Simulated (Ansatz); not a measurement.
**CH₅InSe: basis-set convergence**

One table from this session's results is given with a row withheld; the runs are named, their logs left out.

Computed with Ansatz 0.2.0, Gaussian basis. Level: one geometry, several basis sets.

Levels to be run: PBE0-D4/def2-SVP; ωB97M-V/def2-SVP; PBE0-D4/def2-QZVPP; ωB97M-V/def2-QZVPP; the functionals' def2-TZVPP values are taken from earlier runs.

## The geometry

An earlier PBE0-D4 in a triple-zeta def2 set relaxation fixed the geometry. In takes the def2 core potential; no spin-orbit term is included.

SMILES `C[Se][InH2]`, 8 atoms, charge 0, spin multiplicity 1.

Atoms are counted from 1 here; the program's logs count them from 0.

Bond lengths: C1–Se2 1.963 Å, C1–H4 1.088 Å, C1–H5 1.088 Å, C1–H6 1.088 Å, Se2–In3 2.492 Å, In3–H7 1.719 Å, In3–H8 1.712 Å. Angles: Se2–C1–H4 108.3°, Se2–C1–H5 110.8°, Se2–C1–H6 108.4°, H4–C1–H5 109.7°, H4–C1–H6 109.9°, H5–C1–H6 109.7°, C1–Se2–In3 100.1°, Se2–In3–H7 113.9°, Se2–In3–H8 117.1°, H7–In3–H8 129.1°.

The first run:

Contents of in.yaml:

```yaml
crystal:
  periodic: [false, false, false]
  atoms:
    - {symbol: C, position_ang: [-0.748054, 1.202277, -0.529212]}
    - {symbol: Se, position_ang: [-1.180225, -0.176492, 0.799948]}
    - {symbol: In, position_ang: [0.903966, -1.539953, 0.708490]}
    - {symbol: H, position_ang: [-0.789273, 2.173569, -0.040202]}
    - {symbol: H, position_ang: [0.245096, 1.042059, -0.944060]}
    - {symbol: H, position_ang: [-1.489933, 1.156559, -1.323994]}
    - {symbol: H, position_ang: [2.072263, -0.951215, -0.406989]}
    - {symbol: H, position_ang: [0.986170, -2.906795, 1.736019]}
basis:
  gaussian: {orbitals: def2-SVP}
hamiltonian: {xc: pbe0, dispersion: d4}
output: {orbitals: {seedname: orbitals}}
```

Launch:

```bash
$ ansatz run in.yaml --threads 4 --pin off --events-out ev --progress --plain --max-ram 10444MiB
```

Among the steps run: PBE0-D4 in def2-SVP; ωB97M-V in def2-SVP; PBE0-D4 in def2-QZVPP; ωB97M-V in def2-QZVPP.

One table of the session follows, with a row left open; its other results are not shown here.

It belongs to the step «Functionals by basis». 

```
functional       basis  HOMO (eV)  LUMO (eV)
   PBE0-D4    def2-SVP      -6.53      -1.52
   PBE0-D4  def2-TZVPP          ?          ?
   PBE0-D4  def2-QZVPP      -6.62      -1.61
   ωB97M-V    def2-SVP      -8.60       0.05
   ωB97M-V  def2-TZVPP      -8.71      -0.14
   ωB97M-V  def2-QZVPP      -8.72      -0.19
```

Q: Estimate the row for PBE0-D4, def2-TZVPP from the others.

As computed: HOMO (eV): -6.61; LUMO (eV): -1.60. In the column «HOMO (eV)» it lies between PBE0-D4, def2-QZVPP (-6.62) and PBE0-D4, def2-SVP (-6.53).
